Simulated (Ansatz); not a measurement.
# CHBClFO: how energies converge with the basis set

Aim: see how fast density functionals converge with the basis set for CHBClFO.

Method: one geometry, several basis sets; program: Ansatz 0.2.0, Gaussian basis.

Plan: PBE0-D4/def2-SVP; ωB97M-V/def2-SVP; PBE0-D4/def2-QZVPP; ωB97M-V/def2-QZVPP; the functionals' def2-TZVPP values are taken from earlier runs.

**1. The geometry**

The geometry comes from an earlier relaxation with PBE0-D4 in a triple-zeta def2 set; it is a stationary point.

SMILES `FC1OB1Cl`, 6 atoms, charge 0, spin multiplicity 1.

Atoms are counted from 1 here; the program's logs count them from 0.

Bond lengths: F1–C2 1.347 Å, C2–O3 1.470 Å, C2–B4 1.505 Å, C2–H6 1.086 Å, O3–B4 1.335 Å, B4–Cl5 1.709 Å. Angles: F1–C2–O3 112.6°, F1–C2–B4 121.0°, F1–C2–H6 110.4°, O3–C2–B4 53.3°, O3–C2–H6 112.8°, B4–C2–H6 128.2°, C2–O3–B4 64.7°, C2–B4–O3 62.0°, C2–B4–Cl5 159.7°, O3–B4–Cl5 138.2°.

**2. PBE0-D4 in def2-SVP**

in.yaml

```yaml
crystal:
  periodic: [false, false, false]
  atoms:
    - {symbol: F, position_ang: [-0.276039, -1.630788, 0.652849]}
    - {symbol: C, position_ang: [-0.007095, -0.311085, 0.617662]}
    - {symbol: O, position_ang: [1.091337, 0.017612, -0.302453]}
    - {symbol: B, position_ang: [-0.111780, 0.466781, -0.666596]}
    - {symbol: Cl, position_ang: [-0.812046, 1.324210, -1.969035]}
    - {symbol: H, position_ang: [0.157722, 0.069070, 1.621272]}
basis:
  gaussian: {orbitals: def2-SVP}
hamiltonian: {xc: pbe0, dispersion: d4}
output: {orbitals: {seedname: orbitals}}
```

Further steps of the session: ωB97M-V in def2-SVP; PBE0-D4 in def2-QZVPP; ωB97M-V in def2-QZVPP.

Q: Predict the results of all the runs planned. Wanted: PBE0-D4: double and triple zeta above quadruple; ωB97M-V: double and triple zeta above quadruple.

**Answer**, as computed:

| quantity | value |
| --- | --- |
| PBE0-D4: double and triple zeta above quadruple | 12.63, 0.71 eV |
| ωB97M-V: double and triple zeta above quadruple | 12.69, 0.67 eV |

PBE0-D4 gains 11.92 eV from double to triple zeta, then 0.71 eV more. These are total energies; as a rule much of such shifts cancels in differences, which this series doesn't test. The LUMO of ωB97M-V is positive and keeps falling with the basis (1.73 to 1.20 eV): an unbound level that the basis holds in place.
